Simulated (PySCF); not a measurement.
# AsH+: a composite coupled-cluster curve

One table from this session's results is given with a row withheld; the runs are named, their logs left out.

Computed with PySCF 2.14.0. Level: CCSD(T) on ROHF, scalar-relativistic core potentials.

2 further runs of the same task are left out: 2 set aside as unsound or not needed.

The first run:

```yaml
molecule: AsH+
state: doublet, unpaired electrons π ↑
smaller_basis: As cc-pwCVDZ-PP with ECP10, H aug-cc-pVDZ
larger_basis: As cc-pwCVTZ-PP with ECP10, H aug-cc-pVTZ
frozen_core_orbitals: 4
extrapolation: correlation as n⁻³ (n = 2, 3), Hartree–Fock as (n+1)·exp(−9√n)
corrections: none
distances_Å: 1.3578, 1.4195, 1.4813, 1.5430, 1.6047, 1.6818, 1.7590
masses_u: 74.9216, 1.0078
dissociation_limit: As+ + H
```

The run is started by

```console
OMP_NUM_THREADS=4 python comp.py task.json out
```

Among the steps run: Coupled cluster at each distance.

One table of the session follows, with a row left open; its other results are not shown here.

It belongs to the step «Coupled cluster at each distance». Parts of the energy along the bond, in eV from As+ + H:

| R (Å) | HF/CBS | CCSD corr. | (T) |
| --- | --- | --- | --- |
| 1.3578 | -1.812 | -1.011 | -0.0290 |
| 1.4195 | -2.012 | -1.008 | -0.0311 |
| 1.4813 | -2.098 | -1.010 | -0.0337 |
| 1.5430 | -2.097 | -1.018 | -0.0368 |
| 1.6047 | -2.030 | -1.030 | -0.0405 |
| 1.6818 | ? | ? | ? |
| 1.7590 | -1.670 | -1.081 | -0.0524 |

Q: Estimate the row for R (Å) = 1.6818 from the others.

Worked estimate for «HF/CBS». A straight line through the neighbours (1.6047, -2.030) and (1.7590, -1.670) gives -2.030 + (-1.670 + 2.030) × (1.6818 − 1.6047) / (1.7590 − 1.6047) = -1.850; a parabola fitted to 3 rows on both sides gives -1.884.

As computed: HF/CBS: -1.878; CCSD corr.: -1.052; (T): -0.0460. In «HF/CBS» the line misses by +0.028 and the parabola by -0.006.

Limits of these values: An extrapolation from double and triple zeta is rough, so this isn't yet the limit.
